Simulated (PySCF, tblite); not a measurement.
# C5H6F2O: geometry, infrared bands and NMR shifts

Wanted: the infrared bands and NMR shifts of C5H6F2O (`FCO[C@@H]1C=C[C@H]1F`), by calculation.

Computed with tblite 0.8.0 and PySCF 2.14.0, with density-fitted response routines of our own, on a single molecule in the gas phase. Atoms count from 0, in the outputs and in this text.

## Step 1: The molecule as given

14 atoms, charge 0, multiplicity 1; geometry from: force field or distance geometry start.

Bonds of the start (Å): F0–C1 1.37, C1–O2 1.41, O2–C3 1.45, C3–C4 1.52, C4–C5 1.35, C5–C6 1.52, C6–F7 1.36, C6–C3 1.56, C1–H8 1.08, C1–H9 1.09, C3–H10 1.10, C4–H11 1.09, C5–H12 1.08, C6–H13 1.10.

## Step 2: Optimising the geometry with GFN2-xTB

Job settings and geometry (Å):

```
{"job": {"kind": "relax", "xc": "GFN2-xTB", "basis": "xTB"}, "charge": 0, "multiplicity": 1}
F      2.407300     0.367000     1.024600
C      2.144800     0.386900    -0.316400
O      1.145500    -0.575500    -0.567500
C     -0.072900    -0.406800     0.197900
C     -1.183600    -1.350400    -0.221200
C     -2.065500    -0.354800    -0.453800
C     -1.043700     0.745000    -0.193800
F     -1.299000     1.649600     0.791400
H      1.836600     1.381400    -0.605400
H      3.057600     0.101200    -0.834300
H      0.142200    -0.454300     1.280200
H     -1.244000    -2.435200    -0.270500
H     -3.104400    -0.318700    -0.753400
H     -0.721500     1.264200    -1.104900
```

On the command line:

```
$ OMP_NUM_THREADS=1 python probes_run.py task.json out
```

This one command runs all jobs of the session in turn.

**Question.** This job is followed by: GFN2-xTB harmonic vibrations, gas phase; GIAO PBE0/pcSseg-1 NMR shielding, non-relativistic, gas phase. What will the session give for the following? strongest single infrared mode (GFN2-xTB); zero-point energy (GFN2-xTB); 13C shifts against TMS (PBE0/pcSseg-1); 1H shifts against TMS (PBE0/pcSseg-1); 19F shifts against CFCl3 (PBE0/pcSseg-1); 17O shifts against H2O (PBE0/pcSseg-1).

**Answer**, as computed:

```
                                 quantity                                   value
strongest single infrared mode (GFN2-xTB)                    960 cm⁻¹, 160 km/mol
             zero-point energy (GFN2-xTB)                           63.3 kcal/mol
   13C shifts against TMS (PBE0/pcSseg-1)     148.6, 146.5, 104.9, 95.5, 80.7 ppm
    1H shifts against TMS (PBE0/pcSseg-1)  6.65, 6.58, 5.75, 5.68, 5.25, 5.01 ppm
 19F shifts against CFCl3 (PBE0/pcSseg-1)                      -182.0, -190.3 ppm
   17O shifts against H2O (PBE0/pcSseg-1)                               113.9 ppm
```

Relaxing lowered the energy by 0.154 eV in 64 steps; the close pair that moved most is C1–O2, from 1.410 to 1.370 Å. No mode is imaginary among the 36: a minimum at this level. The strongest single mode, at 960 cm⁻¹, moves mainly C1 and F0. Unscaled tight-binding wavenumbers are off by several per cent, some by more. Its intensities can rank the bands wrongly.
